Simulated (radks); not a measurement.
# Ga²⁺ in [Ar] 3d10 4s0.5 4p0.5: an all-electron calculation

The task here is to estimate one member of a computed series from the others.

Program: radks (a radial shooting solver on a logarithmic mesh, Libxc functionals) version 1. Level of theory: Dirac Kohn-Sham, PBE, spin-unpolarised, spherical densities, finite nucleus; open shells fill j = l - 1/2 first. These are calculated values, not measurements, unless marked.

### The atom as given

```
element            : gallium (Z = 31)
charge             : +2
electrons          : 29
configuration      : [Ar] 3d10 4s0.5 4p0.5
nuclear rms radius : 3.9973 fm
```

Set-up of the first run:

Input:

```text
Z 31
configuration [Ar] 3d10 4s0.5 4p0.5 5s0 4d0
relativity Dirac
functional pbe,pbe
spin unpolarised
j_filling energy
nucleus finite rms 3.9973 fm
c 137.035999084
```

Steps of the session up to this table: Self-consistent calculation.

One of the session's tables, all rows but one given; the rest of the session is left out.

It belongs to the step «Radial structure». Radial moments (bohr):

| level | <r> | outermost maximum (interpolated) | 90 % within | nodes |
| --- | --- | --- | --- | --- |
| 1s1/2 | 0.04860 | 0.0318 | 0.0868 | 0 |
| 2s1/2 | ? | ? | ? | ? |
| 2p1/2 | 0.1883 | 0.144 | 0.308 | 0 |
| 2p3/2 | 0.1918 | 0.147 | 0.313 | 0 |
| 3s1/2 | 0.6518 | 0.565 | 0.977 | 2 |
| 3p1/2 | 0.6718 | 0.562 | 1.04 | 1 |
| 3p3/2 | 0.6825 | 0.570 | 1.05 | 1 |
| 3d3/2 | 0.7931 | 0.532 | 1.36 | 0 |
| 3d5/2 | 0.7987 | 0.535 | 1.37 | 0 |
| 4s1/2 | 2.068 | 1.77 | 3.06 | 3 |
| 4p1/2 | 2.485 | 2.10 | 3.73 | 2 |
| 4p3/2 | 2.516 | 2.13 | 3.77 | 2 |
| 5s1/2 | 4.807 | 4.54 | 6.86 | 4 |
| 4d3/2 | 4.007 | 3.47 | 5.99 | 1 |
| 4d5/2 | 4.017 | 3.48 | 6.00 | 1 |

**Question.** Estimate the row for 2s1/2.

The run gave: <r>: 0.2176; outermost maximum (interpolated): 0.182; 90 % within: 0.337; nodes: 1. In the column «<r>» it lies between 2p3/2 (0.1918) and 3s1/2 (0.6518).
